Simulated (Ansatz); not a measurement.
# CH6BClGe: geometry optimisation, by script

The task is a geometry optimisation, for CH6BClGe. SMILES: ClC[BH][GeH3].

All numbers are computed with the Python package of Ansatz 0.2.0. Level of theory: PBE0/def2-SVP.

### 1 The structure

Bond lengths: Cl1–C2 1.710 Å, C2–B3 1.596 Å, B3–Ge4 2.040 Å, C2–H5 1.125 Å, C2–H6 1.113 Å, B3–H7 1.152 Å, Ge4–H8 1.563 Å, Ge4–H9 1.524 Å, Ge4–H10 1.485 Å. Angles (14 of 15 angles, heavy atoms first): Cl1–C2–B3 108.6°, C2–B3–Ge4 118.0°, Cl1–C2–H5 109.2°, Cl1–C2–H6 108.6°, B3–C2–H5 110.0°, B3–C2–H6 111.1°, C2–B3–H7 119.5°, Ge4–B3–H7 122.1°, B3–Ge4–H8 106.7°, B3–Ge4–H9 106.4°, B3–Ge4–H10 111.7°, H5–C2–H6 109.4°, H8–Ge4–H9 107.9°, H8–Ge4–H10 109.8°.

The script holds or builds the structure itself.

### 2 The script

Contents of opt.py:

```python
"""Geometry optimisation of CH6BClGe."""

from dataclasses import dataclass

import ansatz
import numpy as np


@dataclass
class Settings:
    basis: str = "def2-SVP"
    functional: str = "pbe0"


opts = Settings()


def main() -> None:
    molecule = (
        ansatz.Crystal.molecule()
        .atom("Cl", [-0.9926, 2.5767, 0.3724])
        .atom("C", [0.1983, 1.3743, 0.6196])
        .atom("B", [-0.5016, -0.0586, 0.5494])
        .atom("Ge", [0.1865, -1.3948, -0.8294])
        .atom("H", [0.9815, 1.4596, -0.1838])
        .atom("H", [0.6696, 1.541, 1.6141])
        .atom("H", [-1.2869, -0.3458, 1.3411])
        .atom("H", [-0.6641, -2.6952, -0.6582])
        .atom("H", [-0.1324, -0.804, -2.1974])
        .atom("H", [1.6248, -1.7044, -0.6249])
    )

    model = (
        molecule.calculation()
        .basis(gaussian=opts.basis)
        .functional(opts.functional)
        .scf(lower_state_search="off")
    )
    symbols = [site.symbol for site in molecule.cartesian_sites]
    start = np.array([site.position_ang for site in molecule.cartesian_sites], dtype=float)
    def progress(event):
        if event["event"] == "relax_step":
            row = event["data"]
            print(f"step {row['step']:3d}  E = {row['lagrangian_ev']:.6f} eV  max force {row['allowed_force_max_ev_ang']:.4f} eV/A")


    r = model.relax(force_tolerance=0.02).session().plan().execute(on_event=progress).report
    end = np.array(r["positions_ang"])

    print("reference energy %16.6f eV" % r["reference_energy_ev"])
    print("total energy     %16.6f eV" % r["free_energy_ev"])
    print("occupied (up, down):", r["n_occupied"], " virtual:", r["n_virtual"], " frozen:", r["n_frozen"])

    print("bond        before    after (A)")
    for i, j in [(0, 1), (1, 2), (1, 4), (1, 5), (2, 3), (2, 6), (3, 7), (3, 8), (3, 9)]:
        d0, d1 = (np.linalg.norm(xyz[i] - xyz[j]) for xyz in (start, end))
        print(f"{symbols[i]}{i}-{symbols[j]}{j}".ljust(10), f"{d0:8.4f} {d1:8.4f}")

    charges = r["charge_distribution"]
    dipole = np.array(charges["dipole_moment_e_ang"]) * 4.803205
    print("dipole (D): {:.3f} {:.3f} {:.3f}, length {:.3f}".format(*dipole, np.linalg.norm(dipole)))
    print("atom  Mulliken   Lowdin")
    for symbol, m, l in zip(symbols, charges["mulliken_charges_e"], charges["lowdin_charges_e"]):
        print(f"{symbol:4s} {m:9.3f} {l:8.3f}")
    with open("ch6bclge_opt.xyz", "w") as handle:
        handle.write(f"{len(symbols)}\nrelaxed CH6BClGe\n")
        handle.writelines(f"{s:2s} {x:11.6f} {y:11.6f} {z:11.6f}\n" for s, (x, y, z) in zip(symbols, end))


if __name__ == "__main__":
    main()
```

### 3 Launch

Run with:

```
python opt.py
```

Q: Predict the main results. Wanted: total energy; dipole moment; moves of the relaxation; energy gained; last largest force component.

The runs gave:

```
                    quantity           value
                total energy  -70825.2835 eV
               dipole moment          2.19 D
     moves of the relaxation              21
               energy gained        0.499 eV
last largest force component     0.0159 eV/Å
```

**Reading.** After 21 moves the largest shift is 1.081 Å, of atom 1 (Cl). So large a move can change the bonding: the results belong to the relaxed structure. Notes:
- The end point is the stationary point reached from this start; no frequency run checks that it is a minimum, and the basis set is modest.
- The Löwdin charges here are taken after orthogonalising the functions within each atom; they differ from plain Löwdin charges, and their signs can be unphysical.
- The bonding changed during the relaxation, so the end is another isomer than the start names.
